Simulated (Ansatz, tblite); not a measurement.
# Si17H24 off sphere (Si17H22O): spin-state energies by level

Is the singlet the ground state of Si17H24 off sphere (Si17H22O)? Other spin states are computed and compared level by level.

Program: Ansatz 0.2.0, Gaussian basis. Level of theory: as each input shows. These are calculated values, not measurements.

Plan: triplet, at the geometry of the singlet (GFN1-xTB, GFN2-xTB, PBE0-D4/def2-TZVP, PBE-D4/def2-TZVP); the singlet's energies come from earlier runs.

## Step 1: The structure

The singlet was relaxed beforehand with r2SCAN-D4/def2-SVP.

40 atoms, charge 0, spin multiplicity 1.

Bond lengths: Si1–Si9 2.352 Å, Si1–Si12 2.352 Å, Si1–H19 1.499 Å, Si1–H20 1.495 Å, Si2–Si11 2.352 Å, Si2–Si13 2.353 Å, Si2–H21 1.499 Å, Si2–H22 1.496 Å, Si3–Si10 2.358 Å, Si3–Si14 2.361 Å, Si3–Si15 2.357 Å, Si3–H23 1.498 Å, Si4–Si11 2.360 Å, Si4–Si14 2.358 Å, Si4–Si16 2.358 Å, Si4–H24 1.498 Å, Si5–Si9 2.352 Å, Si5–Si10 2.352 Å and more. Angles: Si9–Si1–Si12 111.9°, Si9–Si1–H19 108.9°, Si9–Si1–H20 109.5°, Si12–Si1–H19 109.0°, Si12–Si1–H20 109.5°, H19–Si1–H20 107.9°, Si11–Si2–Si13 109.0°, Si11–Si2–H21 107.9°, Si11–Si2–H22 111.7°, Si13–Si2–H21 108.2°, Si13–Si2–H22 111.7°, H21–Si2–H22 108.2°, Si10–Si3–Si14 107.8°, Si10–Si3–Si15 108.8°, Si10–Si3–H23 111.3°, Si14–Si3–Si15 108.5°, Si14–Si3–H23 109.3°, Si15–Si3–H23 111.0° and more.

## Step 2: Triplet at the fixed geometry, GFN1-xTB

Tight binding, by tblite at 300 K electronic temperature and without a spin-polarisation term:

```python
tblite.interface.Calculator('GFN1-xTB', numbers, positions, charge=0, uhf=2).singlepoint()
```

Energy -1302.0748 eV; 0.34 s.

## Step 3: Triplet at the fixed geometry, GFN2-xTB

Tight binding, by tblite at 300 K electronic temperature and without a spin-polarisation term:

```python
tblite.interface.Calculator('GFN2-xTB', numbers, positions, charge=0, uhf=2).singlepoint()
```

Energy -1207.7596 eV; 0.41 s.

## Step 4: Triplet at the fixed geometry, PBE0-D4/def2-TZVP

Input file in.yaml:

```yaml
crystal:
  periodic: [false, false, false]
  atoms:
    - {symbol: Si, position_ang: [-1.837580, -2.758608, 2.868742]}
    - {symbol: Si, position_ang: [1.241285, -2.890451, -0.254454]}
    - {symbol: Si, position_ang: [-1.661769, 2.599434, -2.785018]}
    - {symbol: Si, position_ang: [1.128262, -0.145216, -2.818309]}
    - {symbol: Si, position_ang: [-1.594511, -0.198357, -0.099917]}
    - {symbol: Si, position_ang: [1.102645, -0.208334, 2.615743]}
    - {symbol: Si, position_ang: [1.066922, 2.564025, -0.070495]}
    - {symbol: Si, position_ang: [3.818827, -0.118429, -0.059184]}
    - {symbol: Si, position_ang: [-3.006134, -1.483964, 1.273942]}
    - {symbol: Si, position_ang: [-2.963706, 1.174463, -1.430538]}
    - {symbol: Si, position_ang: [-0.235397, -1.529210, -1.478630]}
    - {symbol: Si, position_ang: [-0.273830, -1.460634, 4.052535]}
    - {symbol: Si, position_ang: [2.464200, -1.543416, 1.237367]}
    - {symbol: Si, position_ang: [-0.261501, 1.245828, -4.119950]}
    - {symbol: Si, position_ang: [-0.304343, 3.937294, -1.397717]}
    - {symbol: Si, position_ang: [2.447889, 1.223828, -1.423766]}
    - {symbol: Si, position_ang: [-0.256079, 1.161842, 1.271432]}
    - {symbol: O, position_ang: [-0.262014, 1.272811, -5.669805]}
    - {symbol: H, position_ang: [-2.819860, -3.344818, 3.837294]}
    - {symbol: H, position_ang: [-1.134907, -3.889070, 2.187082]}
    - {symbol: H, position_ang: [2.203388, -3.512160, -1.221578]}
    - {symbol: H, position_ang: [0.519134, -3.989344, 0.458208]}
    - {symbol: H, position_ang: [-2.523714, 3.445321, -3.671268]}
    - {symbol: H, position_ang: [1.999326, -0.980453, -3.706069]}
    - {symbol: H, position_ang: [2.008300, 0.662452, 3.438937]}
    - {symbol: H, position_ang: [1.941208, 3.415831, 0.803378]}
    - {symbol: H, position_ang: [4.737952, -0.931183, -0.919318]}
    - {symbol: H, position_ang: [4.646596, 0.756770, 0.831993]}
    - {symbol: H, position_ang: [-3.860815, -2.376677, 0.426870]}
    - {symbol: H, position_ang: [-3.905340, -0.527207, 1.997437]}
    - {symbol: H, position_ang: [-3.841404, 0.324526, -2.297404]}
    - {symbol: H, position_ang: [-3.839504, 2.000929, -0.537925]}
    - {symbol: H, position_ang: [-1.107772, -2.361429, -2.371846]}
    - {symbol: H, position_ang: [0.556396, -2.347288, 4.929641]}
    - {symbol: H, position_ang: [-1.020564, -0.500833, 4.928800]}
    - {symbol: H, position_ang: [3.333465, -2.412830, 2.098555]}
    - {symbol: H, position_ang: [0.539846, 4.837186, -2.246845]}
    - {symbol: H, position_ang: [-1.175611, 4.787403, -0.523530]}
    - {symbol: H, position_ang: [3.291149, 2.110432, -2.292914]}
    - {symbol: H, position_ang: [-1.160446, 1.989558, 2.138527]}
basis:
  gaussian: {orbitals: def2-TZVP, fitting: {mean_field: def2-universal-jkfit}}
magnetization: {spin_polarized: true, initial_magnetization: 2}
hamiltonian: {xc: pbe0, dispersion: d4}
scf: {omitted_lower_state_checks: [starts]}
output: {orbitals: {seedname: orbitals}}
```

Launch:

```
$ ansatz run in.yaml --threads 2 --pin off --events-out ev --progress --plain --max-ram 32768MiB --backend cuda --devices 0, --max-vram 18GiB
```

The log of the run:

```text
Functional definition: PBE0
  name "PBE0"
  cite "Adamo & Barone, J. Chem. Phys. 110, 6158 (1999) doi:10.1063/1.478522"
  cite "Perdew, Burke & Ernzerhof, Phys. Rev. Lett. 77, 3865 (1996) doi:10.1103/PhysRevLett.77.3865"
  parent pbe
  parameter a = 0.25
  parameter kappa = 0.804
  parameter beta = 0.06672455060314922
  exchange = (1 - a)*pbe_x(kappa = kappa, mu = beta*pi^2/3) + a*exact_x
  correlation = pbe_c(beta = beta)
these checks for a lower state are left out or cut short: starts
2649 factors; integrals over basis functions are off by at most 8.8e-1 eV
mean field evaluation 1: about -136264.3086 eV, gradient 4.8e1 eV
mean field evaluation 2: about -136045.5336 eV, gradient 1.4e2 eV
mean field evaluation 4: about -136267.2249 eV, gradient 3.1e1 eV
mean field evaluation 8: about -136274.2774 eV, gradient 1.7e0 eV
mean field evaluation 16: about -136274.2947 eV, gradient 2.0e-2 eV
mean field -136274.29473960 eV, -5007.9879616458 hartree, gradient 3.4e-5 eV, S^2 2.015448; 0 other end points of the search recorded, 0 dependent functions left out
reference -136274.29481710 eV, -5007.9879644937 hartree; 135, 133 occupied and 657, 659 virtual orbitals, 2649 factors
Total energy: -136276.79547650 eV, -5008.0798620319 hartree
Checks for a lower state left out: starts
```

Run time: 29 s. Hardware: 1 × H100 (card shared with other runs) with 2 threads of AMD EPYC 7R13, shared host; peak host memory 1.4 GiB.

Report: HOMO -4.52 eV, LUMO -5.08 eV (over both spins; with the spin held, an empty level of the minority spin lies below the top filled one); ⟨S²⟩ 2.015 (pure: 2.00).

## Step 5: Triplet at the fixed geometry, PBE-D4/def2-TZVP

start.molden holds the orbitals of an earlier run on this state, given as this run's starting guess.

in.yaml, as its differences from that of step 4:

```diff
@@ -44,5 +44,5 @@
 basis:
-  gaussian: {orbitals: def2-TZVP, fitting: {mean_field: def2-universal-jkfit}}
+  gaussian: {orbitals: def2-TZVP, fitting: {mean_field: def2-universal-jkfit}, initial_orbitals: start.molden}
 magnetization: {spin_polarized: true, initial_magnetization: 2}
-hamiltonian: {xc: pbe0, dispersion: d4}
+hamiltonian: {xc: pbe, dispersion: d4}
 scf: {omitted_lower_state_checks: [starts]}
```

Same command.

The log of the run:

```text
Functional definition: PBE
  name "PBE"
  cite "Perdew, Burke & Ernzerhof, Phys. Rev. Lett. 77, 3865 (1996) doi:10.1103/PhysRevLett.77.3865"
  parent pbe
  parameter kappa = 0.804
  parameter beta = 0.06672455060314922
  exchange = pbe_x(kappa = kappa, mu = beta*pi^2/3)
  correlation = pbe_c(beta = beta)
these checks for a lower state are left out or cut short: starts
2649 factors; integrals over basis functions are off by at most 8.8e-1 eV
mean field evaluation 1: about -136260.6591 eV, gradient 1.8e1 eV
mean field evaluation 2: about -136261.2297 eV, gradient 7.8e-1 eV
mean field evaluation 4: about -136261.2506 eV, gradient 1.4e-1 eV
mean field evaluation 8: about -136261.2508 eV, gradient 1.3e-5 eV
mean field -136261.25078522 eV, -5007.5086051639 hartree, gradient 1.3e-5 eV, S^2 2.005883; 0 other end points of the search recorded, 0 dependent functions left out
reference -136261.25088702 eV, -5007.5086089048 hartree; 135, 133 occupied and 657, 659 virtual orbitals, 2649 factors
Total energy: -136264.00359193 eV, -5007.6097689444 hartree
Checks for a lower state left out: starts
```

Run time: 20 s. Hardware: 1 × H100 (card shared with other runs) with 2 threads of AMD EPYC 7R13, shared host.

HOMO -3.65 eV, LUMO -5.78 eV (over both spins; with the spin held, an empty level of the minority spin lies below the top filled one); ⟨S²⟩ 2.006 (pure: 2.00).

## Step 6: Triplet less singlet, vertical

The singlet's energies are those of its earlier runs, whose logs aren't repeated here.

```tsv
level	triplet less singlet, vertical (eV)	time
GFN1-xTB	+2.046	0.59 s
GFN2-xTB	+2.271	0.73 s
PBE-D4/def2-TZVP	+2.261	37 s
PBE0-D4/def2-TZVP	+2.377	42 s
```

Times add the two runs; a level without a time comes out of a correlated run. Tight binding without a spin term can't rank spin states.

## Step 7: What came out

```
                                                quantity                                   value
triplet less singlet, vertical, functionals in def2-TZVP  +2.261 (PBE-D4) to +2.377 eV (PBE0-D4)
```

In words: All functionals put the triplet above the singlet, over a spread of 0.116 eV. The checks for a lower triplet were left out, so another state of that spin may lie lower. These are electronic energies, without zero-point motion, entropy or surroundings.
